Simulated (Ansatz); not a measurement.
# ZnGaSi: the cost of one run

Program: Ansatz 0.2.0. Level of theory: DFT PBEsol, scalar-relativistic, plane waves, PAW. These are calculated values, not measurements.

1 further run of the same task is left out (set aside as unsound or not needed).

## 1. The system as given

It takes space group P-6m2 (No. 187, hexagonal). Conventional cell: a = 4.613 Å, b = 4.613 Å, c = 2.593 Å, α = 90.00°, β = 90.00°, γ = 120.00°. Zn (site symmetry -6m2) has 2 Zn at 2.59 Å and 6 Ga at 2.96 Å and 6 Si at 2.96 Å as nearest neighbours. Around Ga (site symmetry -6m2) lie 2 Ga at 2.59 Å and 3 Si at 2.66 Å and 6 Zn at 2.96 Å. Si (site symmetry -6m2) has 2 Si at 2.59 Å and 3 Ga at 2.66 Å and 6 Zn at 2.96 Å as nearest neighbours.

As a file:

```xyz
3
Lattice="4.6131 0.0000 0.0000 -2.3066 3.9951 0.0000 0.0000 0.0000 2.5930" Properties=species:S:1:pos:R:3 pbc="T T T"
Zn    0.0000    0.0000    0.0000
Ga    0.0000    2.6634    1.2965
Si    2.3066    1.3317    1.2965
```

This is a trial structure built by rule; it need not be a known or stable form of this composition.

It is the result of an earlier relaxation at this level (volume 15.93 Å³/atom; gap on the mesh: none (metal)).

The cell was built by a swap of Sr by Zn in SrGaSi; it need not be the stable form of this composition.

## 2. The reference run

input.yaml

```yaml
crystal:
  lattice:
    - [4.6131020534, 0.0, 0.0]
    - [-2.3065510267, 3.9950635685, 0.0]
    - [0.0, 0.0, 2.5929923354]
  atoms:
    - { symbol: Zn, position: [0.0, 0.0, 0.0] }
    - { symbol: Ga, position: [0.3333333333, 0.6666666667, 0.5] }
    - { symbol: Si, position: [0.6666666667, 0.3333333333, 0.5] }
basis:
  ecutwfc: 420
kpoints:
  mp_grid: { grid: [12, 12, 12] }
hamiltonian:
  xc: pbesol
scf:
  occupations: { method: fermi_dirac, width: 0.15 }
output:
  eigenvalues: true
phonons:
  method: dfpt
```

This input was run earlier.

## 3. Trial: k mesh 2×2×2

input.yaml

```yaml
crystal:
  lattice:
    - [4.6131020534, 0.0, 0.0]
    - [-2.3065510267, 3.9950635685, 0.0]
    - [0.0, 0.0, 2.5929923354]
  atoms:
    - { symbol: Zn, position: [0.0, 0.0, 0.0] }
    - { symbol: Ga, position: [0.3333333333, 0.6666666667, 0.5] }
    - { symbol: Si, position: [0.6666666667, 0.3333333333, 0.5] }
basis:
  ecutwfc: 420
kpoints:
  mp_grid: { grid: [2, 2, 2] }
hamiltonian:
  xc: pbesol
scf:
  occupations: { method: fermi_dirac, width: 0.15 }
output:
  eigenvalues: true
phonons:
  method: dfpt
```

The run is started by

```
ansatz run input.yaml --threads 1 --pin off --max-ram 2560MiB --backend cpu --events-out ev --progress --plain --runs-dir out
```

Q: Estimate wall time and peak memory on 1 thread of Intel Xeon Platinum 8375C at 2.90GHz (Ice Lake), shared host.

About 5.7 s, with a peak of 0.43 GiB.
